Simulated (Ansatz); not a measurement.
# SiC2N4: the cost of one run

Computed with Ansatz 0.2.0 (DFT, PBE, plane-wave PAW, default files, scalar-relativistic, as far as a step names no other, unless a step's input says otherwise).

## (1) The starting structure

The structure is cubic, space group Pn-3m (No. 224). Conventional cell: a = 6.684 Å, b = 6.684 Å, c = 6.684 Å, α = 90.00°, β = 90.00°, γ = 90.00°. Around Si (site symmetry -43m) lie 4 N at 1.69 Å. C (site symmetry -3m) has 2 N at 1.21 Å as nearest neighbours. N (site symmetry 3m) has 1 C at 1.21 Å as nearest neighbours.

Structure file:

```
CELL_PARAMETERS angstrom
6.68438 0.00000 0.00000
0.00000 6.68438 0.00000
0.00000 0.00000 6.68438
ATOMIC_POSITIONS crystal
Si 0.50000 0.50000 0.50000
Si 0.00000 0.00000 0.00000
C 0.75000 0.25000 0.25000
C 0.25000 0.25000 0.75000
C 0.75000 0.75000 0.75000
C 0.25000 0.75000 0.25000
N 0.14554 0.85446 0.14554
N 0.64554 0.64554 0.64554
N 0.85446 0.85446 0.85446
N 0.35446 0.64554 0.35446
N 0.35446 0.35446 0.64554
N 0.64554 0.35446 0.35446
N 0.14554 0.14554 0.85446
N 0.85446 0.14554 0.14554
```

## (2) Single point at the given positions

Input file input.yaml:

```yaml
crystal:
  lattice:
    - [6.684378, 0.0, 0.0]
    - [0.0, 6.684378, 0.0]
    - [0.0, 0.0, 6.684378]
  atoms:
    - { symbol: Si, position: [0.5, 0.5, 0.5] }
    - { symbol: Si, position: [0.0, 0.0, 0.0] }
    - { symbol: C, position: [0.75, 0.25, 0.25] }
    - { symbol: C, position: [0.25, 0.25, 0.75] }
    - { symbol: C, position: [0.75, 0.75, 0.75] }
    - { symbol: C, position: [0.25, 0.75, 0.25] }
    - { symbol: "N", position: [0.145541, 0.854459, 0.145541] }
    - { symbol: "N", position: [0.645541, 0.645541, 0.645541] }
    - { symbol: "N", position: [0.854459, 0.854459, 0.854459] }
    - { symbol: "N", position: [0.354459, 0.645541, 0.354459] }
    - { symbol: "N", position: [0.354459, 0.354459, 0.645541] }
    - { symbol: "N", position: [0.645541, 0.354459, 0.354459] }
    - { symbol: "N", position: [0.145541, 0.145541, 0.854459] }
    - { symbol: "N", position: [0.854459, 0.145541, 0.145541] }
kpoints:
  mp_grid: { grid: [4, 4, 4] }
scf:
  occupations: { method: fermi_dirac, width: 0.02 }
hamiltonian:
  xc: pbe
  pseudopotentials: { kind: paw }
output:
  forces: true
  stress: true
  populations: true
  efg:
    quadrupole_moments_barn: { "N": 0.02044 }
    contact_densities: true
```

The run is started by

```sh
$ ansatz run input.yaml --threads 1 --pin off --max-ram 2560MiB --backend cpu --events-out ev --progress --plain --runs-dir out
```

Q: Estimate wall time and peak memory on 1 thread of Intel Xeon 6975P-C (Granite Rapids), shared host.

About 6.3 s, with a peak of 0.57 GiB.
